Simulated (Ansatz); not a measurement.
Predict the output of the script below (the Ansatz DFT code, driven from Python).

Script `c3h6site_torsion.py`:
```python
"""Energy of C3H6SiTe as one group turns about a bond."""

import ansatz as az
from ase import Atoms

atoms = Atoms(["C", "C", "C", "Te", "Si", "H", "H", "H", "H", "H", "H"], positions=[
    [-1.2413, -0.9781, 0.0845],
    [-0.1913, 0.065, 0.1644],
    [0.2806, 0.7793, 1.2274],
    [1.5665, 2.319, 0.2228],
    [1.216, 0.3925, -1.0097],
    [-2.266, -0.4038, 0.1919],
    [-1.2352, -1.4343, -0.9121],
    [-1.1335, -1.6761, 0.8661],
    [0.0124, 0.7964, 2.3242],
    [2.3126, -0.5634, -0.7932],
    [0.7446, 0.6464, -2.3457],
])

# relax first, so that the scan starts from a minimum
first = (
    az.Crystal.molecule_from_ase(atoms).calculation()
    .basis(gaussian="def2-SVP")
    .functional("hf")
    .relax(force_tolerance=0.02, max_steps=80)
)
atoms.positions = first.run(threads=1, backend="cpu").report["positions_ang"]

start = atoms.get_dihedral(2, 1, 0, 5)
energies = {}
for turn in range(0, 121, 15):
    turned = atoms.copy()
    turned.set_dihedral(2, 1, 0, 5, start + turn, indices=[0, 5, 6, 7])
    job = az.Crystal.molecule_from_ase(turned).calculation()
    job = job.basis(gaussian="def2-SVP").functional("hf")
    energies[round((start + turn) % 360)] = job.run(threads=1, backend="cpu").report["free_energy_ev"]
floor = min(energies.values())
print("dihedral C2-C1-C0-H5 (deg)   E - E(min) (kJ/mol)")
for angle, e in sorted(energies.items()):
    print(f"{angle:8d} {96.485332 * (e - floor):14.3f}  " + "#" * int(30 * (e - floor) / max(max(energies.values()) - floor, 1e-9)))
```

```console
$ python c3h6site_torsion.py
dihedral C2-C1-C0-H5 (deg)   E - E(min) (kJ/mol)
       0          0.000
      15          0.997  ####
      30          3.328  ###############
      45          5.657  #########################
      60          6.604  ##############################
      75          5.600  #########################
      90          3.264  ##############
     105          0.994  ####
     120          0.098
```

Reading the output:
- The scan is rigid and the energies are electronic, in a modest basis. With rigid groups the curve can differ much from the relaxed path, the start wasn't checked as a minimum of this torsion, and equivalent turns needn't return to the same energy.
- def2 sets replace the cores of elements past krypton by effective core potentials.
- Finished in 83 s on 1 thread of Arm Neoverse V2 (shared host), peak memory 0.35 GiB.
